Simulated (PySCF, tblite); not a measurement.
# C₂H₇FO₂Si₂+ (doublet): geometry, infrared bands and EPR parameters

What infrared bands and EPR parameters should C₂H₇FO₂Si₂+ (doublet) (`O[SiH2]O[C+]([SiH3])[CH]F`) show?

Programs: tblite 0.8.0 and PySCF 2.14.0, with density-fitted response routines of our own. Each step states its level of theory. These are calculated values for one molecule in the gas phase, unless marked as measured. Atoms count from 0, in the outputs and in this text.

### Step 1. Starting geometry

14 atoms, charge 1, multiplicity 2; geometry from: force field or distance geometry start.

Bonds of the start (Å): O0–Si1 1.66, Si1–O2 1.66, O2–C3 1.40, C3–Si4 1.83, C3–C5 1.43, C5–F6 1.35, O0–H7 0.96, Si1–H8 1.50, Si1–H9 1.48, Si4–H10 1.48, Si4–H11 1.49, Si4–H12 1.49, C5–H13 1.07.

### Step 2. Geometry optimisation with GFN2-xTB

What the job is given:

```
{"job": {"kind": "relax", "xc": "GFN2-xTB", "basis": "xTB"}, "charge": 1, "multiplicity": 2}
O      2.719800     0.335700    -0.304600
Si     1.714600     0.490100     1.005900
O      0.436800    -0.561800     0.849900
C     -0.512600    -0.305000    -0.151500
Si    -2.163000     0.364300     0.274200
C     -0.334700    -1.005500    -1.383300
F      0.861300    -1.558700    -1.677400
H      2.467100    -0.383000    -0.894100
H      2.486800     0.140900     2.238300
H      1.226400     1.880300     1.111200
H     -2.064300     1.345000     1.375600
H     -2.736800     1.046200    -0.920500
H     -3.094400    -0.722800     0.672200
H     -1.007800    -1.066200    -2.218100
```

Run with:

```console
$ OMP_NUM_THREADS=1 python probes_run.py task.json out
```

One launch serves the whole session: the jobs run in the order shown.

Output:

```text
step      E/eV     max force
  0    -645.71219    4.603
  1    -646.13974    1.632
  2    -646.28964    1.135
  3    -646.41250    0.830
  4    -646.48069    0.739
  5    -646.53162    0.658
  6    -646.56877    0.593
  7    -646.60637    0.535
  8    -646.63392    0.630
  9    -646.66016    0.574
 10    -646.68416    0.429
 11    -646.70450    0.382
 12    -646.72074    0.312
 13    -646.73491    0.402
 14    -646.74899    0.390
 15    -646.76568    0.383
 16    -646.78162    0.331
 17    -646.79535    0.303
 18    -646.80575    0.348
 19    -646.81558    0.290
 20    -646.82430    0.293
 21    -646.83245    0.289
 22    -646.84068    0.254
 23    -646.84915    0.226
 24    -646.85404    0.196
 25    -646.85903    0.179
 26    -646.86349    0.243
 27    -646.87060    0.336
 28    -646.87863    0.284
 29    -646.88549    0.190
 30    -646.89022    0.249
 31    -646.89569    0.249
 32    -646.90160    0.312
 33    -646.90923    0.274
 34    -646.91380    0.192
 35    -646.91651    0.190
 36    -646.91867    0.164
 37    -646.92114    0.140
 38    -646.92450    0.168
 39    -646.92684    0.184
 40    -646.92912    0.125
 41    -646.93000    0.064
 42    -646.93064    0.075
 43    -646.93147    0.095
 44    -646.93272    0.118
 45    -646.93427    0.220
 46    -646.93575    0.104
 47    -646.93709    0.247
 48    -646.93845    0.147
 49    -646.93957    0.103
 50    -646.94104    0.088
 51    -646.94264    0.088
 52    -646.94435    0.105
 53    -646.94658    0.124
 54    -646.94604    0.463
 55    -646.95014    0.210
 56    -646.95204    0.108
 57    -646.95385    0.129
 58    -646.95579    0.201
 59    -646.95754    0.163
 60    -646.95990    0.133
 61    -646.96178    0.077
 62    -646.96277    0.138
 63    -646.96380    0.137
 64    -646.96474    0.107
 65    -646.96706    0.071
 66    -646.96802    0.077
 67    -646.96982    0.082
 68    -646.97048    0.065
 69    -646.97096    0.060
 70    -646.97143    0.056
 71    -646.97196    0.068
 72    -646.97233    0.067
 73    -646.97276    0.062
 74    -646.97331    0.046
 75    -646.97380    0.035
 76    -646.97407    0.041
 77    -646.97416    0.035
 78    -646.97423    0.061
 79    -646.97435    0.039
 80    -646.97457    0.036
 81    -646.97472    0.036
 82    -646.97480    0.028
 83    -646.97490    0.021
 84    -646.97505    0.033
 85    -646.97527    0.045
 86    -646.97548    0.055
 87    -646.97565    0.054
 88    -646.97581    0.047
 89    -646.97602    0.033
 90    -646.97629    0.036
 91    -646.97648    0.029
 92    -646.97655    0.027
 93    -646.97660    0.025
 94    -646.97668    0.022
 95    -646.97683    0.036
 96    -646.97709    0.048
 97    -646.97736    0.044
 98    -646.97753    0.026
 99    -646.97759    0.026
100    -646.97765    0.027
101    -646.97776    0.028
102    -646.97795    0.036
103    -646.97816    0.030
104    -646.97826    0.015
105    -646.97829    0.015
106    -646.97832    0.014
107    -646.97837    0.017
108    -646.97850    0.030
109    -646.97877    0.045
110    -646.97921    0.053
111    -646.97966    0.044
112    -646.97992    0.025
113    -646.98000    0.029
114    -646.98004    0.027
115    -646.98010    0.031
116    -646.98019    0.026
117    -646.98032    0.023
118    -646.98045    0.024
119    -646.98055    0.021
120    -646.98065    0.025
121    -646.98071    0.015
122    -646.98074    0.015
123    -646.98078    0.015
124    -646.98084    0.016
125    -646.98094    0.019
126    -646.98103    0.020
127    -646.98108    0.011
128    -646.98109    0.009
```

Wall time 1.3 s (1 thread of Intel Xeon at 2.70GHz, shared host).

The steps of the relaxation: (not every step is listed)

| step | energy from step 0 (eV) | largest force (eV/Å) |
| --- | --- | --- |
| 0 | 0.0000 | 4.6027 |
| 1 | -0.4275 | 1.6321 |
| 2 | -0.5774 | 1.1354 |
| 3 | -0.7003 | 0.8298 |
| 4 | -0.7685 | 0.7389 |
| 5 | -0.8194 | 0.6578 |
| 6 | -0.8566 | 0.5928 |
| 7 | -0.8942 | 0.5346 |
| 8 | -0.9217 | 0.6304 |
| 19 | -1.1034 | 0.2901 |
| 30 | -1.1780 | 0.2489 |
| 41 | -1.2178 | 0.0637 |
| 52 | -1.2322 | 0.1052 |
| 63 | -1.2516 | 0.1371 |
| 74 | -1.2611 | 0.0462 |
| 85 | -1.2631 | 0.0446 |
| 96 | -1.2649 | 0.0481 |
| 107 | -1.2662 | 0.0173 |
| 118 | -1.2683 | 0.0244 |
| 123 | -1.2686 | 0.0150 |
| 124 | -1.2686 | 0.0157 |
| 125 | -1.2688 | 0.0193 |
| 126 | -1.2688 | 0.0201 |
| 127 | -1.2689 | 0.0110 |
| 128 | -1.2689 | 0.0086 |

Distances of close pairs at the start and the end, largest changes first:

```
   bond  before (Å)  after (Å)  change (Å)
 C3–Si4       1.831      1.965      +0.134
  O2–C3       1.404      1.293      -0.111
  C3–C5       1.428      1.357      -0.071
 O0–Si1       1.659      1.599      -0.060
 Si1–H8       1.496      1.459      -0.036
  C5–F6       1.350      1.322      -0.028
Si4–H12       1.486      1.458      -0.028
Si4–H11       1.490      1.466      -0.024
```

The end geometry stands in the next job.

### Step 3. Infrared spectrum with GFN2-xTB

What the job is given:

```
{"job": {"kind": "ir", "xc": "GFN2-xTB", "basis": "xTB"}, "charge": 1, "multiplicity": 2}
O      2.464467     0.393614    -0.621475
Si     1.891907     0.427005     0.870841
O      0.253290     0.136677     0.766060
C     -0.621688    -0.242224    -0.107302
Si    -2.442812     0.418591     0.219316
C     -0.383892    -1.100977    -1.131111
F      0.713828    -1.836784    -1.155287
H      3.360989     0.493115    -0.934123
H      2.284694    -0.693435     1.719534
H      1.848330     1.750952     1.473074
H     -2.258263     1.352991     1.322810
H     -2.737261     1.016349    -1.086732
H     -3.266397    -0.744846     0.526601
H     -1.107871    -1.371502    -1.884371
```

Output:

```text
mode    cm-1     km/mol
  1     -36.4      0.32
  2      44.2      1.14
  3      89.0     10.41
  4      98.7      5.73
  5     142.7      2.51
  6     169.6      1.67
  7     212.4      9.73
  8     312.2    142.47
  9     324.2     12.43
 10     355.9     27.26
 11     440.7     40.00
 12     499.2     73.91
 13     501.2     45.82
 14     548.5     53.60
 15     566.6     11.60
 16     602.5      6.64
 17     662.7     98.22
 18     684.8    147.64
 19     700.9    132.50
 20     716.5     38.92
 21     725.2    196.39
 22     733.8    153.77
 23     745.7    218.23
 24     801.7     11.12
 25     979.1    159.26
 26    1101.0      3.12
 27    1142.4    199.52
 28    1265.0     99.14
 29    1463.7    215.84
 30    2243.7    127.58
 31    2249.6     51.17
 32    2313.6     79.80
 33    2330.8    103.53
 34    2341.4    151.90
 35    3092.4     23.83
 36    3638.4    238.14
```

It took 0.69 s on 1 thread of Intel Xeon at 2.70GHz, shared host.

Which atoms move in the most intense modes:

```
cm⁻¹  km/mol                                   atoms
 725   196.4    H9 24 %, H8 23 %, H12 13 %, H10 10 %
 734   153.8            H12 30 %, H13 25 %, H10 25 %
 746   218.2  H13 24 %, H10 22 %, H11 18 %, H12 17 %
 979   159.3                       O0 57 %, Si1 36 %
1142   199.5              H13 41 %, F6 24 %, C5 22 %
1464   215.8                        C3 52 %, C5 39 %
2341   151.9                      H10 84 %, H12 12 %
3638   238.1                                 H7 94 %
```

### Step 4. g tensor and hyperfine couplings: B3LYP/pcH-1

The job, as its differences from that of step 3:

```diff
@@ -1,2 +1,2 @@
-{"job": {"kind": "ir", "xc": "GFN2-xTB", "basis": "xTB"}, "charge": 1, "multiplicity": 2}
+{"job": {"kind": "epr", "basis": "pcH-1"}, "charge": 1, "multiplicity": 2}
 O      2.464467     0.393614    -0.621475
```

With the program's defaults for keys left out, this is: UKS B3LYP, pcH-1 on C F H O Si, non-relativistic, mean-field spin-orbit, GIAO.

Output:

```text
UKS, coarse grid
  cycle   1  E = -909.26711537  |g| = 7.59e-01
  cycle   2  E = -908.21284910  |g| = 1.64e+00
  cycle   3  E = -909.42773142  |g| = 2.73e-01
  cycle   4  E = -909.45847333  |g| = 1.02e-01
  cycle   5  E = -909.46152261  |g| = 5.91e-02
  cycle   6  E = -909.46276965  |g| = 1.41e-02
  cycle   7  E = -909.46288427  |g| = 8.25e-03
  cycle   8  E = -909.46291681  |g| = 4.03e-03
  cycle   9  E = -909.46292647  |g| = 1.92e-03
  cycle  10  E = -909.46292891  |g| = 4.65e-04
UKS, final grid
  cycle   1  E = -909.46293960  |g| = 4.73e-04
  cycle   2  E = -909.46293950  |g| = 7.46e-04
  cycle   3  E = -909.46293973  |g| = 1.24e-04
  cycle   4  E = -909.46293974  |g| = 4.35e-05
  cycle   5  E = -909.46293974  |g| = 3.45e-05
  cycle   6  E = -909.46293974  |g| = 1.49e-05
E = -909.46293974 Eh   <S^2> = 0.7552 (exact 0.7500)
g shifts (ppm)      1          2          3
  rmc          -231       -231       -231
  gc             -3         53         47
  oz_so         504       3201       5623
  total         270       3023       5438
hyperfine (MHz)  atom isotope    a_iso     a_fc   dipolar eigenvalues
    0   17O       1.17       1.18     -1.02      0.08      0.94
    1  29Si      17.70      17.74     -1.08     -0.15      1.23
    2   17O     -20.78     -20.57    -75.41     37.04     38.37
    3   13C      -0.79      -0.87    -23.48    -14.86     38.33
    4  29Si      11.08      11.12     -4.93      1.87      3.06
    5   13C      43.15      43.09    -46.90    -44.39     91.29
    6   19F     122.59     121.19   -248.07   -234.15    482.22
    7    1H      -0.64      -0.65     -1.21     -1.05      2.26
    8    1H      54.15      54.15     -2.04     -0.91      2.95
    9    1H      39.13      39.13     -1.93     -1.22      3.15
   10    1H       1.94       1.94     -2.08     -0.89      2.97
   11    1H      45.66      45.66     -2.46     -0.67      3.13
   12    1H      15.19      15.19     -2.03     -1.55      3.58
   13    1H     -39.21     -39.23    -20.59     -4.81     25.40
```

It took 1.9 min on 1 thread of Intel Xeon at 2.70GHz, shared host; peak memory 0.96 GiB.

Principal g values 2.00259, 2.00534, 2.00776; g(iso) = 2.00523, against 2.00232 for a free electron.

Hyperfine couplings; where a row names several nuclei, a(iso) is their mean (it holds for fast rotation or exchange) and the dipolar term the largest among them:

| nuclei | isotope | a(iso) (MHz) | a(iso) (G, at g = 2.0023) | largest dipolar term (MHz) |
| --- | --- | --- | --- | --- |
| F6 | 19F | 122.6 | 43.7 | 482.2 |
| H8, H9 | 1H | 46.6 | 16.6 | 3.2 |
| C5 | 13C | 43.1 | 15.4 | 91.3 |
| H13 | 1H | -39.2 | -14.0 | 25.4 |
| H10, H11, H12 | 1H | 20.9 | 7.5 | 3.6 |
| O2 | 17O | -20.8 | -7.4 | -75.4 |
| Si1 | 29Si | 17.7 | 6.3 | 1.2 |
| Si4 | 29Si | 11.1 | 4.0 | -4.9 |
| O0 | 17O | 1.2 | 0.4 | -1.0 |
| C3 | 13C | -0.8 | -0.3 | 38.3 |
| H7 | 1H | -0.6 | -0.2 | 2.3 |

Mulliken spin populations:

O0 0.00; Si1 -0.02; O2 0.21; C3 0.18; Si4 0.00; C5 0.48; F6 0.09; H7 0.00; H8 0.03; H9 0.02; H10 0.00; H11 0.02; H12 0.01; H13 -0.02

In first order the couplings over 0.8 MHz of 19F, 1H give 48 distinct lines over 113.4 G, if the averaged nuclei exchange fast.

Orbitals, density, ELF and potential are computed afterwards from the orbital file.

ELF in a plane through or near 7 of the atoms.

Ten even steps from ' ' (0.00) to '@' (1.00):
```
                                                        
                                                        
                                    ....                
              --**##**::        ::##@@%%++..            
            --%%@@@@@@==        %%@@@@@@@@**            
            ==@@@@@@@@--        **@@@@@@@@**            
            --%%@@@@%%..::**==  ::@@@@@@%%==..          
            ..--::::..::##%%##..  **++::::--::..        
            ....==**==**##--##--**==::##::++##==        
            ::--  ==  ##%%##%%--@@%%..--  %%%%++..      
            ::**##++....::----**++%%++::++##**--        
          ..--++##++..    --%%%%**--....::----..        
            ..==++::  ..::--::--==--                    
              ....  ..**####..--@@@@##                  
                    --##%%##--##@@@@@@++                
                    ::++##++..::@@@@@@++                
                      ..::::    ::**--                  
                                                        
                                                        
                                                        
```
The map spans 11.8 Å across and 9.6 Å up, centred on the molecule. Atoms in the plane (x, y in Å): Si1 (-2.0, 0.8), O2 (-0.3, 0.7), C3 (0.6, -0.2), Si4 (2.4, 0.7), C5 (0.5, -1.5), H10 (2.1, 2.1), H13 (1.3, -2.2).

On the surface of density 0.002 e/bohr³ the electrostatic potential runs, from the 1st to the 99th percentile, from 3.09 V near O0 to 6.24 V near H7.

The spin density lies nearest to C5 37 %; O2 19 %; C3 19 %; F6 11 %.

### Step 5. Results

| quantity | value |
| --- | --- |
| strongest single infrared mode (GFN2-xTB) | 3638 cm⁻¹, 238 km/mol |
| zero-point energy (GFN2-xTB) | 49.8 kcal/mol |
| g(iso) (B3LYP) | 2.00523 |
| ⟨S²⟩ | 0.755 (exact 0.75) |
| largest a(iso) (averaged by class) | 19F on F6, 122.6 MHz |

**Reading.** Relaxing lowered the energy by 1.269 eV in 128 steps; the close pair that moved most is C3–Si4, from 1.831 to 1.965 Å. The lowest mode is imaginary (36i cm⁻¹), so the xTB geometry is not a minimum. The strongest single mode, at 3638 cm⁻¹, moves mainly H7. Unscaled tight-binding wavenumbers are off by several per cent, some by more. Its intensities can rank the bands wrongly. The largest share of the spin, 0.48 e, sits on C5. The isotropic g lies 2.9 ppt above the free-electron value.
